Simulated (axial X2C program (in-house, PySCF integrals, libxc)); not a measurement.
# FBe: bond curves with and without spin–orbit coupling

What are the state, bond length, wavenumber and bond energy of FBe, and what does spin–orbit coupling change?

Program: an in-house X2C program for linear molecules on PySCF integrals. Level of theory: all-electron X2C, F dyall-av3z, Be dyall-cv3z. These are calculated values, not measurements.

## Step 1: The job

task.json reads:

```json
{
 "zs": [
  9,
  4
 ],
 "q": 0,
 "bas": [
  "dyall-av3z",
  "dyall-cv3z"
 ],
 "levels": [
  "PBE0",
  "HF",
  "TPSS"
 ],
 "cc": true,
 "r0": 1.66,
 "thr": -2.0,
 "nmax": 90,
 "npts": 10,
 "nst": 2,
 "ntry": 6
}
```

Keys: zs atomic numbers; q charge; bas basis sets; levels methods (HF also brings MP2); cc coupled cluster on or off; r0 starting distance in Å; thr threshold in hartree for freezing inner shells (an s shell follows its p shell); nmax most natural virtual spinors; npts points asked for on the curve; nst determinants followed; ntry starts of the search.

Command:

```sh
$ python so2c.py task.json out
```

Spin-free means the one-electron spin-free X2C Hamiltonian; two-component (2c) means X2C with spin–orbit coupling and atomic mean-field two-electron Coulomb and Gaunt terms. Basis: F dyall-av3z contracted to [7s6p3d2f], Be dyall-cv3z contracted to [8s8p3d1f]; Gaussian nuclei, density fitting. Masses: F 18.998 u, Be 9.012 u.

Notation: σ, π±, δ± give the projection m of an orbital's angular momentum (0, ±1, ±2), α and β its spin, Λ and M_S the sums; ω is the projection of a spinor's total angular momentum and Ω the sum. Logs are in hartree.

The runs that follow: PBE0, spin-free; HF, spin-free; TPSS, spin-free; MP2 and beyond, spin-free; PBE0, 2c; HF, 2c; TPSS, 2c; MP2 and beyond, 2c.

Before running it: what results should come out? Wanted: for each run, Hamiltonian; Re; ωe; De; μ.

As calculated:

Lowest determinant that the search found at its distance, spin-free: M_S = 1/2, Λ = 0 (beyond closed shells: σα).

Lowest determinant that the search found at its distance, 2c: Ω = 1/2 (excess of +ω over −ω: ω = 1/2).

| Hamiltonian | level | Re (Å) | ωe (cm⁻¹) | De (eV) | μ (D) |
| --- | --- | --- | --- | --- | --- |
| spin-free | PBE0 | 1.363 | 1258 | 6.11 | 1.18 |
| spin-free | HF | 1.353 | 1306 | 4.96 | 1.24 |
| spin-free | MP2 | 1.375 | 1232 | 6.40 | n/a |
| spin-free | CCSD | 1.368 | 1255 | 5.62 | n/a |
| spin-free | CCSD(T) | 1.372 | 1243 | 5.75 | n/a |
| spin-free | TPSS | 1.374 | 1218 | 6.11 | 1.14 |
| 2c | PBE0 | 1.363 | 1258 | 6.11 | 1.18 |
| 2c | HF | 1.353 | 1306 | 4.95 | 1.24 |
| 2c | MP2 | 1.376 | 1232 | 6.39 | n/a |
| 2c | CCSD | 1.368 | 1255 | 5.61 | n/a |
| 2c | CCSD(T) | 1.372 | 1242 | 5.74 | n/a |
| 2c | TPSS | 1.375 | 1218 | 6.11 | 1.14 |

Dipoles are positive if Be is the positive end.

In words: At CCSD(T), going from spin-free to two-component changes Re by 0 mÅ, ωe by 0.0 %; the spin-free picture holds up (part of it comes from the scalar share of the two-electron terms). De moves by -0.02 eV; both De rest on single-determinant atoms, which can miss part of an open shell's spin–orbit lowering.

De refers to F + Be, each in the lowest determinant found, which need not be this curve's own limit. The state is a single determinant with fixed occupations, the lowest that a limited PBE0 search found. De is counted from the lowest determinant-based energies of the atoms at the same level, without counterpoise correction. Density functionals use the spin component along the axis (collinear). CCSD and (T) use frozen natural virtuals with an MP2 correction for the truncation. The meta-GGAs lack a current-density term, which matters for open shells with orbital currents, atoms included.
